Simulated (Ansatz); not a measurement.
# C2H10AsNSi: rotation by 120° about the C1–Si2 bond, part 2 of 2

How high is the barrier for the rotation by 120° about the C1–Si2 bond? Relax the two ends, then run a nudged elastic band between them. SMILES of the start: C[SiH2]N(C)[AsH2].

Ansatz 0.2.0; RKS B3LYP-D4/def2-SVP. Earlier steps stand in the parts before.

## Step 6: Vibrations at the top

The geometry is the highest inner image of the first converged band.

File input.yaml:

```yaml
crystal:
  periodic: [false, false, false]
  atoms:
    - { symbol: C, position_ang: [-1.605413, 0.777751, 1.303072] }
    - { symbol: Si, position_ang: [-0.035896, 1.012169, 0.271895] }
    - { symbol: "N", position_ang: [0.35726, -0.451481, -0.611668] }
    - { symbol: C, position_ang: [0.473104, -1.715291, 0.112897] }
    - { symbol: As, position_ang: [1.270854, -0.424685, -2.246666] }
    - { symbol: H, position_ang: [-1.968602, -0.260926, 1.251937] }
    - { symbol: H, position_ang: [-1.441943, 1.028778, 2.362817] }
    - { symbol: H, position_ang: [-2.411821, 1.424522, 0.922255] }
    - { symbol: H, position_ang: [-0.223151, 2.087958, -0.742386] }
    - { symbol: H, position_ang: [1.088487, 1.434872, 1.173712] }
    - { symbol: H, position_ang: [-0.335527, -1.80907, 0.857182] }
    - { symbol: H, position_ang: [1.43195, -1.832023, 0.658071] }
    - { symbol: H, position_ang: [0.377438, -2.57484, -0.572325] }
    - { symbol: H, position_ang: [0.527349, 0.777224, -2.83425] }
    - { symbol: H, position_ang: [2.473912, 0.473942, -1.877144] }
basis:
  gaussian: { orbitals: def2-SVP }
hamiltonian:
  xc: b3lyp
  dispersion: d4
phonons: {}
```

Run with:

```bash
> ansatz run input.yaml --threads 2 --pin off --max-ram 3072MiB --backend cpu --events-out ev --progress --plain --runs-dir out
```

Output, cut to the lines that bear on the results:

```text
Warning: RAYON_NUM_THREADS=2 ignored (pool sized by the plan → 2); use --threads N
[...]
Functional definition: B3LYP
[...]
1542 factors; integrals over basis functions are off by at most 3.7e-4 eV
[...]
mean field -72435.38478277 eV, -2661.9512922995 hartree, gradient 1.8e-5 eV, S^2 0.000000; 0 other end points of the search recorded, 0 dependent functions left out
[...]
reference -72435.38506573 eV, -2661.9513026982 hartree; 38, 38 occupied and 104, 104 virtual orbitals, 1542 factors
[...]
1542 factors; integrals over basis functions are off by at most 3.7e-4 eV
mean field -72435.38457356 eV, -2661.9512846114 hartree, gradient 1.0e-6 eV, S^2 0.000000; 0 other end points of the search recorded, 0 dependent functions left out
[...]
reference -72435.38485651 eV, -2661.9512950093 hartree; 38, 38 occupied and 104, 104 virtual orbitals, 1542 factors
[...]
1542 factors; integrals over basis functions are off by at most 3.6e-4 eV
[...]
WARN: phonons: modes at or below zero, which the zero-point energy, F, S and C_V leave out: 1, the lowest at -166.75 cm⁻¹. A minimum has none, and a first-order saddle one
[...]
Atom 4 at     1.270854    -0.424685    -2.246666 Å, force     0.002332     0.013780     0.006363 eV/Å
Atom 5 at    -1.968602    -0.260926     1.251937 Å, force     0.001595    -0.001641    -0.002118 eV/Å
Atom 6 at    -1.441943     1.028778     2.362817 Å, force     0.000217    -0.001665    -0.002425 eV/Å
Atom 7 at    -2.411821     1.424522     0.922255 Å, force     0.001497    -0.001766    -0.000046 eV/Å
Atom 8 at    -0.223151     2.087958    -0.742386 Å, force    -0.003756    -0.001540    -0.001781 eV/Å
Atom 9 at     1.088487     1.434872     1.173712 Å, force    -0.001031    -0.003643     0.003005 eV/Å
Atom 10 at    -0.335527    -1.809070     0.857182 Å, force    -0.000895    -0.001740    -0.000067 eV/Å
Atom 11 at     1.431950    -1.832023     0.658071 Å, force    -0.001247     0.000631    -0.000009 eV/Å
Atom 12 at     0.377438    -2.574840    -0.572325 Å, force     0.000455     0.001243     0.000133 eV/Å
Atom 13 at     0.527349     0.777224    -2.834250 Å, force    -0.010548    -0.004100    -0.004781 eV/Å
Atom 14 at     2.473912     0.473942    -1.877144 Å, force     0.006567    -0.007427     0.002249 eV/Å
Dipole moment:    -0.086305    -0.097924     0.090526 e Å
[...]
```

Wall time 6 min (2 threads of Arm Neoverse V1, shared host); peak memory 0.44 GiB.

Of 39 modes, 1 is imaginary by more than 30 cm⁻¹ (167i cm⁻¹).

## Step 7: The band again, with other settings

crystal.atoms is end A as relaxed above, and neb.final_atoms is end B, turned to lie on A. With 1 inner images the band has 3 in all.

File input.yaml:

```yaml
crystal:
  periodic: [false, false, false]
  atoms:
    - { symbol: C, position_ang: [-1.602419, 0.749269, 1.266661] }
    - { symbol: Si, position_ang: [-0.20097, 1.038279, 0.043569] }
    - { symbol: "N", position_ang: [0.407064, -0.485659, -0.574057] }
    - { symbol: C, position_ang: [0.545125, -1.643283, 0.307135] }
    - { symbol: As, position_ang: [1.458445, -0.555379, -2.120852] }
    - { symbol: H, position_ang: [-2.39352, 0.123382, 0.823959] }
    - { symbol: H, position_ang: [-1.251605, 0.263704, 2.191119] }
    - { symbol: H, position_ang: [-2.049785, 1.71664, 1.549237] }
    - { symbol: H, position_ang: [-0.680431, 1.831403, -1.125266] }
    - { symbol: H, position_ang: [0.867461, 1.845296, 0.723435] }
    - { symbol: H, position_ang: [-0.360834, -1.770832, 0.92303] }
    - { symbol: H, position_ang: [1.409365, -1.58123, 1.000168] }
    - { symbol: H, position_ang: [0.665121, -2.569284, -0.280785] }
    - { symbol: H, position_ang: [0.643956, 0.470321, -2.915904] }
    - { symbol: H, position_ang: [2.521026, 0.516273, -1.782049] }
basis:
  gaussian: { orbitals: def2-SVP }
hamiltonian:
  xc: b3lyp
  dispersion: d4
neb:
  order_check: false
  images: 1
  f_tol: 0.03
  max_iterations: 60
  initial_path: idpp
  climbing: false
  final_atoms:
    - { symbol: C, position_ang: [-1.56779357, 0.76170963, 1.30200899] }
    - { symbol: Si, position_ang: [-0.13760915, 1.04392562, 0.11198448] }
    - { symbol: "N", position_ang: [0.3842614, -0.47113548, -0.59831381] }
    - { symbol: C, position_ang: [0.45732905, -1.6838571, 0.21402252] }
    - { symbol: As, position_ang: [1.42619917, -0.51201074, -2.15259605] }
    - { symbol: H, position_ang: [-1.25853417, 0.1903607, 2.19160663] }
    - { symbol: H, position_ang: [-1.95833714, 1.73214926, 1.6503248] }
    - { symbol: H, position_ang: [-2.39073161, 0.21898837, 0.80969016] }
    - { symbol: H, position_ang: [-0.55586127, 1.93631746, -1.0075412] }
    - { symbol: H, position_ang: [0.96984499, 1.74032764, 0.8491885] }
    - { symbol: H, position_ang: [-0.45138143, -1.79330029, 0.82887403] }
    - { symbol: H, position_ang: [1.32643181, -1.71242052, 0.90250464] }
    - { symbol: H, position_ang: [0.51930094, -2.57990372, -0.42650326] }
    - { symbol: H, position_ang: [0.66922705, 0.59815195, -2.88852415] }
    - { symbol: H, position_ang: [2.54565293, 0.47959723, -1.75732628] }
```

Run with:

```bash
> ansatz run input.yaml --threads 2 --pin off --max-ram 3072MiB --backend cpu --events-out ev --progress --plain --runs-dir out
```

Output, cut to the lines that bear on the results:

```text
Warning: RAYON_NUM_THREADS=2 ignored (pool sized by the plan → 2); use --threads N
[...]
Functional definition: B3LYP
[...]
1544 factors; integrals over basis functions are off by at most 3.3e-4 eV
[...]
mean field -72435.45408350 eV, -2661.9538390545 hartree, gradient 2.0e-5 eV, S^2 0.000000; 0 other end points of the search recorded, 0 dependent functions left out
[...]
reference -72435.45436694 eV, -2661.9538494708 hartree; 38, 38 occupied and 104, 104 virtual orbitals, 1544 factors
1544 factors; integrals over basis functions are off by at most 7.4e-4 eV
[...]
mean field -72435.45414447 eV, -2661.9538412948 hartree, gradient 2.0e-5 eV, S^2 0.000000; 0 other end points of the search recorded, 0 dependent functions left out
[...]
reference -72435.45442685 eV, -2661.9538516722 hartree; 38, 38 occupied and 104, 104 virtual orbitals, 1544 factors
[...]
Atom 5 at    -1.844078    -0.291958     1.431494 Å, force     0.001612     0.002803     0.004629 eV/Å
Atom 6 at    -1.360903     1.144812     2.362365 Å, force    -0.003848     0.010478    -0.000456 eV/Å
Atom 7 at    -2.450186     1.307009     0.960895 Å, force    -0.003601     0.003806    -0.000613 eV/Å
Atom 8 at    -0.407723     2.026747    -0.859792 Å, force     0.003299     0.002384     0.003977 eV/Å
Atom 9 at     1.067912     1.571049     0.986152 Å, force    -0.003327    -0.011320     0.012518 eV/Å
Atom 10 at    -0.445820    -1.850886     0.763555 Å, force     0.000677     0.003438     0.002243 eV/Å
Atom 11 at     1.332985    -1.817169     0.731035 Å, force     0.003074    -0.000142    -0.000952 eV/Å
Atom 12 at     0.421723    -2.581026    -0.595778 Å, force     0.001395    -0.002010     0.001854 eV/Å
Atom 13 at     0.656249     0.767562    -2.837430 Å, force    -0.003304    -0.000326     0.003776 eV/Å
Atom 14 at     2.530753     0.488669    -1.731807 Å, force    -0.002719    -0.000342    -0.004827 eV/Å
Dipole moment:    -0.080295    -0.106195     0.108722 e Å
this run last wrote the band of iteration 6 to <dir>
```

It took 47 s on 2 threads of Arm Neoverse V1, shared host; peak memory 0.44 GiB.

## Step 8: Images and barrier

Images 0 and 2 are the ends. Energies count from image 0; the path length is the program's own measure over all atoms.

```tsv
image	path (Å)	energy (eV)	dihedral H8–C1–Si2–N3 (°)	band force (eV/Å)
0	0.000	0.0000	-173	-
1	1.731	0.0752	-111	0.017
2	3.463	0.0000	-54	-
```

image, energy (eV) and a bar:
```
        0      0.000 
        1      0.075 ##############################
        2      0.000
```

## Step 9: What came out

The summary covers parts 1 to 2.

| quantity | value |
| --- | --- |
| end A | 9 moves, 0.675 eV lower |
| end B | 10 moves, 0.685 eV lower |
| first band: barrier forwards | 0.072 eV |
| first band: barrier backwards | 0.072 eV |
| first band: second end relative to first | 0.000 eV |
| first band: highest image | 5 of 0 to 10, climbing |
| first band: band iterations | 11 |
| imaginary modes at the top | 167i cm⁻¹ |
| second band | top 0.075 eV above image 0, 6 iterations, 1 inner image, none climbing |
| time, first and second band | 9.2 min and 47 s |

What this shows: In the first band: the top lies 0.072 eV above the first end, or 2.8 kT at room temperature. The two ends lie within 1 meV of each other. The listed dihedral goes from -173° at end A through -114° at the highest image to -54° at end B. One imaginary mode, as a first-order saddle point has. The second band's top lies 3 meV above the first's, so the changed settings hardly move the height. Zero-point energy and entropy are left out.
